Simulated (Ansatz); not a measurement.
# BBrGaH3 (SMILES [BH2][GaH][Br]): single points off equilibrium

One table from this session's results is given with a row withheld; the runs are named, their logs left out.

Computed with Ansatz 0.2.0, Gaussian basis. Level: single points in def2-TZVPP.

Cores are frozen in the correlated methods. Filled d shells of the heavier atoms are correlated.

## The starting structure

SMILES `[BH2][GaH][Br]`, 6 atoms, charge 0, spin multiplicity 1.

Atoms are counted from 1 here; the program's logs count them from 0.

Bond lengths: B1–Ga2 2.272 Å, B1–H4 1.016 Å, B1–H5 1.249 Å, Ga2–Br3 2.138 Å, Ga2–H6 1.492 Å. Angles: Ga2–B1–H4 109.7°, Ga2–B1–H5 108.3°, H4–B1–H5 141.6°, B1–Ga2–Br3 111.2°, B1–Ga2–H6 138.3°, Br3–Ga2–H6 109.9°.

As a file:

```csv
atom,x (Å),y (Å),z (Å)
B1,-0.7860,0.5548,-0.9781
Ga2,0.4598,-0.0673,0.8171
Br3,1.0742,-2.1094,0.6612
H4,-1.7667,0.3604,-0.7978
H5,-0.0101,0.9082,-1.8908
H6,1.1238,0.5750,1.9892
```

Set-up of the first run:

Input file run/in.yaml:

```yaml
crystal:
  periodic: [false, false, false]
  atoms:
    - {symbol: B, position_ang: [-0.786000, 0.554800, -0.978100]}
    - {symbol: Ga, position_ang: [0.459800, -0.067300, 0.817100]}
    - {symbol: Br, position_ang: [1.074200, -2.109400, 0.661200]}
    - {symbol: H, position_ang: [-1.766700, 0.360400, -0.797800]}
    - {symbol: H, position_ang: [-0.010100, 0.908200, -1.890800]}
    - {symbol: H, position_ang: [1.123800, 0.575000, 1.989200]}
basis:
  gaussian: {orbitals: def2-TZVPP}
correlation: {method: ccsd_t}
output: {forces: true}
```

The command line of these runs was not kept.

Among the steps run: CCSD(T)/def2-TZVPP; PBE0-D4/def2-TZVPP; wB97M-V/def2-TZVPP; r2SCAN-D4/def2-TZVPP; PBE-D4/def2-TZVPP; CAM-B3LYP-D4/def2-TZVPP; SPW92/def2-TZVPP.

One table of the session follows, with a row left open; its other results are not shown here.

```
      method  RMS force component (eV/Å)  angle to CCSD(T) forces (°)  dipole (D)
     CCSD(T)                       2.887                    reference        2.02
     PBE0-D4                       2.876                          1.2        2.02
     wB97M-V                       2.833                          1.2        2.10
   r2SCAN-D4                       2.851                          1.1        1.97
      PBE-D4                       2.883                          2.2        1.82
CAM-B3LYP-D4                       2.842                          1.1        2.12
       SPW92                           ?                            ?           ?
```

Estimate the missing values for SPW92.

As computed: RMS force component (eV/Å): 2.857; angle to CCSD(T) forces (°): 4.2; dipole (D): 1.82. In the column «RMS force component (eV/Å)» it lies between r2SCAN-D4 (2.851) and PBE0-D4 (2.876).
